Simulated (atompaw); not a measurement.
# B: the cost of one run

Program: atompaw 4.2.0.5. Reference atom: LDA (PW92), scalar-relativistic, spherical and spin-unpolarised. All values are calculated.

## 1. Starting point

The settings as typed:

```
element                 : boron (B, Z = 5)
type                    : PAW
frozen core             : [He]
valence charge          : 3
reference configuration : 2s2 2p1
partial waves           : 2s (bound): rc 3.00 bohr; 2s channel at 0.05 Ry: rc 3.00 bohr; 2p (bound): rc 3.00 bohr; 2p channel at 3.8 Ry: rc 3.00 bohr; 3d channel at 0.45 Ry: rc 3.00 bohr; 3d channel at 1.7 Ry: rc 3.00 bohr
local potential         : troulliermartins scheme with l = 3 at 1 Ry, radius 2.85 bohr
core correction         : smooth core density matched at 2.35 bohr
augmentation charge     : sinc compensation charge, radius 2.15 bohr; PAW radius 3.00 bohr; waves and projectors: custom polynom vanderbiltortho
```

An earlier all-electron run gives the scale for the radii.

All-electron outer shells of the reference configuration (LDA (PW92), scalar-relativistic, ld1.x):

| shell | level (eV) | outermost node (bohr) | outermost maximum (bohr) |
| --- | --- | --- | --- |
| 1s | -178.67 | – | 0.21 |
| 2s | -9.38 | 0.46 | 1.52 |
| 2p | -3.72 | – | 1.55 |

## 2. Generation

B.input

```
B 5
LDA-PW scalarrelativistic loggrid 1500 logderivrange -3 5 201
2 2 0 0 0 0
2 1 1
0 0 0
c
v
v
2
3.00 2.15 2.85 2.35
y
0.05
n
y
3.8
n
y
0.45
y
1.7
n
custom polynom vanderbiltortho sinc
3 1 troulliermartins
3.00
3.00
3.00
3.00
3.00
3.00
PWSCFOUT
UPFDX 0.0125d0 UPFXMIN -7.d0 UPFZMESH 5.d0
END
```

Started as:

```console
$ atompaw < B.input > B.log
```

**Question.** How long does this run take on 1 thread of Intel Xeon Platinum 8259CL at 2.50GHz, shared host?

About 1.6 s.
